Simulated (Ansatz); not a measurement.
**GeAsH3+ (doublet): the correlation ladder, cc-pVDZ**

An exercise on one series of results from a longer session: the logs are not shown, and one member is left open.

The runs use Ansatz 0.2.0, Gaussian basis; cc-pVDZ, core rule «outside noble gas», up to 28 orbitals frozen.

The runs, in order: UHF; CCSD(T) on ROHF; CCSD(T) on UHF; BCCD(T) on ROHF; CISD; CCSDT(Q) on ROHF; CCSDT(Q) on UHF; CASSCF and MRCISD+Q, 11 electrons in 11 orbitals; CASSCF and NEVPT2, 11 electrons in 11 orbitals.

4 further runs of the same task are left out: 4 set aside as unsound or not needed.

## The system

The geometry is a PBE0/def2-TZVP stationary point (not a proven minimum) of the parent state, kept for this charge and spin. No spin-orbit coupling is included. The filled d shell of Ge, As may be among the frozen orbitals whatever the setting's name suggests; the logs give the count.

5 atoms, charge 1, spin multiplicity 2.

Atoms are counted from 1 here; the program's logs count them from 0.

Bond lengths: Ge1–As2 2.224 Å, Ge1–H3 1.535 Å, Ge1–H4 1.535 Å, As2–H5 1.527 Å. Angles: As2–Ge1–H3 126.7°, As2–Ge1–H4 122.0°, H3–Ge1–H4 111.3°, Ge1–As2–H5 89.5°.

The first run:

Contents of in.yaml:

```yaml
crystal:
  periodic: [false, false, false]
  atoms:
    - {symbol: Ge, position_ang: [0.000000, 0.013038, 1.109668]}
    - {symbol: As, position_ang: [0.000000, -0.032616, -1.113827]}
    - {symbol: H, position_ang: [0.000000, 1.262112, 2.002050]}
    - {symbol: H, position_ang: [0.000000, -1.271440, 1.950143]}
    - {symbol: H, position_ang: [0.000000, 1.494075, -1.131152]}
basis:
  gaussian: {orbitals: cc-pVDZ}
total_charge: 1
magnetization: {spin_polarized: true, initial_magnetization: 1}
hamiltonian: {xc: hf}
output: {orbitals: {seedname: orbitals}}
```

Launch:

```bash
$ ansatz run in.yaml --threads 1 --pin off --events-out ev --progress --plain --max-ram 4096MiB --backend cpu
```

Among the steps run: UHF; CCSD(T) on ROHF; CCSD(T) on UHF; BCCD(T) on ROHF; CISD; CCSDT(Q) on ROHF; CCSDT(Q) on UHF; CASSCF and MRCISD+Q, 11 electrons in 11 orbitals; CASSCF and NEVPT2, 11 electrons in 11 orbitals.

One of the session's tables, all rows but one given; the rest of the session is left out.

| method | from UCCSDT(Q) (kcal/mol) |
| --- | --- |
| ROHF | +132.47 |
| UHF | +130.74 |
| RMP2 | +27.85 |
| UMP2 | +28.14 |
| CISD | +14.55 |
| RCCSD | +4.53 |
| UCCSD | +4.45 |
| RCCSD(T) | +0.94 |
| UCCSD(T) | +0.90 |
| BCCD(T) | ? |
| RCCSDT | +0.23 |
| UCCSDT | +0.18 |
| RCCSDT(Q) | +0.05 |
| UCCSDT(Q) | 0 |
| CASSCF valence | +81.37 |
| NEVPT2 valence | +20.74 |
| MRCISD valence | +5.50 |
| MRCISD+Q valence | +0.48 |

Q: Estimate the row for BCCD(T) from the others.

**Answer.** from UCCSDT(Q) (kcal/mol): +0.93. In the column «from UCCSDT(Q) (kcal/mol)» it lies between UCCSD(T) (+0.90) and RCCSD(T) (+0.94).

Some runs used a GPU and others CPU threads alone; cost is compared among the CPU runs only.

Among the levels timed on like hardware, those that no quicker one beats, quickest first: CISD (4.1 s, +14.55 kcal/mol); BCCD(T) (8 s, +0.93 kcal/mol); UCCSD(T) (16 s, +0.90 kcal/mol).

Limits of these values: Of the multireference levels listed MRCISD+Q valence comes nearest in total energy (+0.48 kcal/mol), which doesn't show that its space is the better one. Restricted and unrestricted rows rest on different reference determinants; where their highest levels disagree by more than a few hundredths of an eV, they describe different states and don't form one ladder.
